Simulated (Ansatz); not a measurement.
# Zr4Ge3Ir: the cost of one run

Program: Ansatz 0.2.0. Level of theory: DFT PBE, scalar-relativistic, plane waves, PAW, unless a step names another level. These are calculated values, not measurements.

15 further runs of the same task are left out: 2 that didn't finish, 13 set aside as unsound or not needed. Runs told in other sessions of the task aren't counted.

## Step 1: Plan

Pauling electronegativities: Zr 1.33, Ge 2.01, Ir 2.20 (spread 0.87). No set of common oxidation states balances it. Tabulated atomic sizes suggest about 17 Å³/atom. 16 candidates were drawn, by swapping species into database cells of other compounds, at random by space group and Wyckoff sites, or by hand, as the table says:

```
name                                               made from  space group no.                            Wyckoff sites  atoms (primitive cell)  V (Å³/atom)
 c01                               database cell of RbZn4As3              123                  Zr 4i; Ge 2h, 1a; Ir 1b                       8         18.2
 c02                                                  random              216             Zr 16e; Ge 4b, 4d, 4a; Ir 4c                       8         20.7
 c03                                                  random              217                      Zr 8c; Ge 6b; Ir 2a                       8         21.0
 c04                                                  random              221                  Zr 3c, 1b; Ge 3d; Ir 1a                       8         20.0
 c05                               database cell of CrFe3Sb4              164              Zr 2d, 2d; Ge 1b, 2c; Ir 1a                       8         15.1
 c06                                                  random              229                      Zr 8c; Ge 6b; Ir 2a                       8         17.6
 c07                 built by hand: FeB, Ir-substituted ZrGe                6  Zr 1b, 1a, 1a, 1b; Ge 1b, 1a, 1b; Ir 1a                       8         16.6
 c08                  built by hand: W5Si3, ordered Zr4IrGe3              140                 Zr 16k; Ge 4a, 8h; Ir 4b                      16         16.6
 c09                                                  random              191                  Zr 3g, 1b; Ge 3f; Ir 1a                       8         16.8
 c10                                                  random              191                  Zr 3f, 1a; Ge 3g; Ir 1b                       8         20.8
 c11                                database cell of Sm3TmS4               47          Zr 1g, 2s, 1e; Ge 2t, 1c; Ir 1a                       8         15.3
 c12                               database cell of Al4Ni3Pt              123              Zr 2g, 2g; Ge 2h, 1d; Ir 1c                       8         16.3
 c13                  built by hand: Cr5B3, ordered Zr4IrGe3              140                 Zr 16l; Ge 8h, 4a; Ir 4c                      16         16.6
 c14  built by hand: Mn5Si3, Ir and Zr alternating in chains              182                  Zr 2c, 6g; Ge 6g; Ir 2d                      16         16.6
 c15                                                  random              166                  Zr 9d, 3b; Ge 9e; Ir 3a                       8         19.8
 c16                                                  random              123                  Zr 4m; Ge 2f, 1c; Ir 1a                       8         19.6
```

## Step 2: Screening run of c01

File input.yaml:

```yaml
crystal:
  lattice:
    - [3.88462709, 0.0, 0.0]
    - [0.0, 3.88462709, 0.0]
    - [0.0, 0.0, 9.64312006]
  atoms:
    - { symbol: Zr, position: [0.0, 0.5, 0.15911999] }
    - { symbol: Zr, position: [0.5, 0.0, 0.15911999] }
    - { symbol: Zr, position: [0.0, 0.5, 0.84088001] }
    - { symbol: Zr, position: [0.5, 0.0, 0.84088001] }
    - { symbol: Ge, position: [0.5, 0.5, 0.29233] }
    - { symbol: Ge, position: [0.5, 0.5, 0.70767] }
    - { symbol: Ge, position: [0.0, 0.0, 0.0] }
    - { symbol: Ir, position: [0.0, 0.0, 0.5] }
basis:
  ecutwfc: 420
kpoints:
  mp_grid: { grid: [4, 4, 2] }
hamiltonian:
  xc: pbe
scf:
  occupations: { method: gaussian, width: 0.2 }
  lower_state_search: "off"
output:
  forces: true
  stress: true
  eigenvalues: true
relax:
  adjacent_minimum: "off"
  f_tol: 0.08
  max_steps: 16
  cell: { stress_tol: 0.8 }
```

Started as:

```console
$ ansatz run input.yaml --threads 1 --pin off --max-ram 2560MiB --backend cpu --events-out ev --progress --plain --runs-dir out
```

Q: Estimate wall time and peak memory on 1 thread of AMD EPYC 9R45 (Zen 5), shared host.

About 27 s, with a peak of 0.57 GiB.
